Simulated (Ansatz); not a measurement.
# Si₂Ge₂H₁₀: how energies converge with the basis set

An exercise on one series of results from a longer session: the logs are not shown, and one member is left open.

Computed with Ansatz 0.2.0, Gaussian basis. Level: one geometry, several basis sets.

Levels to be run: PBE0-D4/def2-SVP; ωB97M-V/def2-SVP; PBE0-D4/def2-QZVPP; ωB97M-V/def2-QZVPP; the functionals' def2-TZVPP values are taken from earlier runs.

### The relaxed structure

An earlier PBE0-D4 in a triple-zeta def2 set relaxation fixed the geometry.

SMILES `[SiH3][GeH2][GeH2][SiH3]`, 14 atoms, charge 0, spin multiplicity 1.

Atoms are counted from 1 here; the program's logs count them from 0.

Bond lengths: Si1–Ge2 2.378 Å, Si1–H5 1.487 Å, Si1–H6 1.487 Å, Si1–H7 1.487 Å, Ge2–Ge3 2.427 Å, Ge2–H8 1.541 Å, Ge2–H9 1.540 Å, Ge3–Si4 2.378 Å, Ge3–H10 1.541 Å, Ge3–H11 1.540 Å, Si4–H12 1.487 Å, Si4–H13 1.487 Å, Si4–H14 1.487 Å. Angles: Ge2–Si1–H5 109.4°, Ge2–Si1–H6 111.4°, Ge2–Si1–H7 109.6°, H5–Si1–H6 108.9°, H5–Si1–H7 108.6°, H6–Si1–H7 108.9°, Si1–Ge2–Ge3 110.0°, Si1–Ge2–H8 109.8°, Si1–Ge2–H9 110.4°, Ge3–Ge2–H8 108.8°, Ge3–Ge2–H9 110.0°, H8–Ge2–H9 107.8°, Ge2–Ge3–Si4 110.0°, Ge2–Ge3–H10 108.8°, Ge2–Ge3–H11 110.0°, Si4–Ge3–H10 109.8°, Si4–Ge3–H11 110.4°, H10–Ge3–H11 107.8° and more.

The first run:

in.yaml reads:

```yaml
crystal:
  periodic: [false, false, false]
  atoms:
    - {symbol: Si, position_ang: [-1.773019, 1.604297, -0.497069]}
    - {symbol: Ge, position_ang: [-0.379040, 0.931483, 1.308165]}
    - {symbol: Ge, position_ang: [1.564442, -0.249577, 0.460527]}
    - {symbol: Si, position_ang: [0.877749, -2.119271, -0.838501]}
    - {symbol: H, position_ang: [-2.222309, 0.402318, -1.248972]}
    - {symbol: H, position_ang: [-2.968546, 2.343478, -0.011844]}
    - {symbol: H, position_ang: [-1.005093, 2.482468, -1.419277]}
    - {symbol: H, position_ang: [-1.159719, -0.007205, 2.248024]}
    - {symbol: H, position_ang: [0.064592, 2.156452, 2.129819]}
    - {symbol: H, position_ang: [2.391219, 0.715570, -0.410619]}
    - {symbol: H, position_ang: [2.455712, -0.707167, 1.630466]}
    - {symbol: H, position_ang: [0.047928, -3.028773, -0.004457]}
    - {symbol: H, position_ang: [2.047164, -2.876004, -1.359083]}
    - {symbol: H, position_ang: [0.058910, -1.648068, -1.987171]}
basis:
  gaussian: {orbitals: def2-SVP}
hamiltonian: {xc: pbe0, dispersion: d4}
output: {orbitals: {seedname: orbitals}}
```

Launch:

```console
$ ansatz run in.yaml --threads 4 --pin off --events-out ev --progress --plain --max-ram 11315MiB
```

Among the steps run: PBE0-D4 in def2-SVP; ωB97M-V in def2-SVP; PBE0-D4 in def2-QZVPP; ωB97M-V in def2-QZVPP.

One of the session's tables, all rows but one given; the rest of the session is left out.

It belongs to the step «Functionals by basis». 

| functional | basis | HOMO (eV) | LUMO (eV) |
| --- | --- | --- | --- |
| PBE0-D4 | def2-SVP | ? | ? |
| PBE0-D4 | def2-TZVPP | -7.72 | -0.27 |
| PBE0-D4 | def2-QZVPP | -7.72 | -0.38 |
| ωB97M-V | def2-SVP | -9.65 | 1.76 |
| ωB97M-V | def2-TZVPP | -9.65 | 1.39 |
| ωB97M-V | def2-QZVPP | -9.64 | 1.09 |

**Question.** Estimate the row for PBE0-D4, def2-SVP.

As computed: HOMO (eV): -7.76; LUMO (eV): -0.05. In the column «HOMO (eV)» it lies between ωB97M-V, def2-QZVPP (-9.64) and PBE0-D4, def2-TZVPP (-7.72).
